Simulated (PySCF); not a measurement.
# The bond of RbBe+, level by level

What are the lowest state that PBE0 finds, the bond length, vibrational wavenumber and bond energy of RbBe+, and how much do these hang on the method?

Program: PySCF 2.14.0. Level of theory: Rb x2c-SVPall, Be x2c-SVPall, spin-free X2C with a Gaussian nucleus. These are calculated values, not measurements.

### Step 1. Set-up

A driver script around PySCF takes these settings:

| Property | Result |
| --- | --- |
| atoms | Rb, Be |
| charge | 1 |
| basis | Rb x2c-SVPall, Be x2c-SVPall |
| Hamiltonian | spin-free X2C with a Gaussian nucleus |
| basis functions | 59 |
| electrons treated | 40 |
| masses in u | 84.9118, 9.0122 |
| levels | PBE0, PBE, r²SCAN, PW91, M06-2X, BP86, ωB97X, HF, MP2, SCS-MP2, CCSD, CCSD(T) |
| grid | 80 radial by 434 angular points |
| occupations | held fixed by the projection of orbital angular momentum |
| dissociation limit | Rb+ + Be, each in its ground configuration |
| starting distance in angstrom | 3.120 |
| values of 2S to try | 0, 2 |

On the command line:

```bash
OMP_NUM_THREADS=1 python dia.py task.json out
```

The runs that follow: First curve: PBE0; Excited determinants; PBE (GGA); r²SCAN; PW91 (GGA); M06-2X (hybrid meta-GGA); BP86 (GGA); ωB97X (range-separated hybrid); RHF (mean field); Correlated methods on the Hartree–Fock reference.

Before running it: what results should come out? Wanted: for each run, Re; ωe; De; μ.

**Answer**, as computed:

Lowest PBE0 solution found, without spin–orbit coupling: ¹Σ⁺ (singlet), closed shell. State 2 has its PBE0 minimum 2.08 eV higher. The other levels ran on the lowest alone.

| level | Re (Å) | ωe (cm⁻¹) | De (eV) | μ (D) |
| --- | --- | --- | --- | --- |
| RHF | 3.936 | 95.5 | 0.152 | 0.35 |
| RHF-MP2 | 3.851 | 101.6 | 0.178 | n/a |
| RHF-SCS-MP2 | 3.879 | 98.8 | 0.168 | n/a |
| RHF-CCSD | 3.937 | 89.0 | 0.130 | n/a |
| RHF-CCSD(T) | 3.925 | 90.0 | 0.133 | n/a |
| PBE | 3.659 | 118.5 | 0.230 | 0.77 |
| PW91 | 3.643 | 120.8 | 0.247 | 0.81 |
| BP86 | 3.709 | 109.6 | 0.185 | 0.69 |
| r²SCAN | 3.737 | 112.0 | 0.222 | 0.64 |
| PBE0 | 3.666 | 117.2 | 0.214 | 0.71 |
| M06-2X | 3.612 | 126.9 | 0.198 | 0.68 |
| ωB97X | 3.641 | 124.5 | 0.225 | 0.77 |

De is counted to Rb+ + Be in their ground configurations. A positive dipole points from Rb to Be; in an ion it is taken about the centre of mass and does not tell which atom is negative.

The methods spread over 0.325 Å in bond length, from M06-2X to RHF-CCSD. CCSD(T) can't serve as the judge here: for a weak bond in this basis it is far from its limit. Among the levels with a De in the table, it runs from 0.130 eV (RHF-CCSD) to 0.247 eV (PW91).

Correlated steps freeze 9 core orbitals. The bond is weak, and basis-set superposition, which was not computed, may be a sizeable part of it. Spin–orbit coupling is left out.
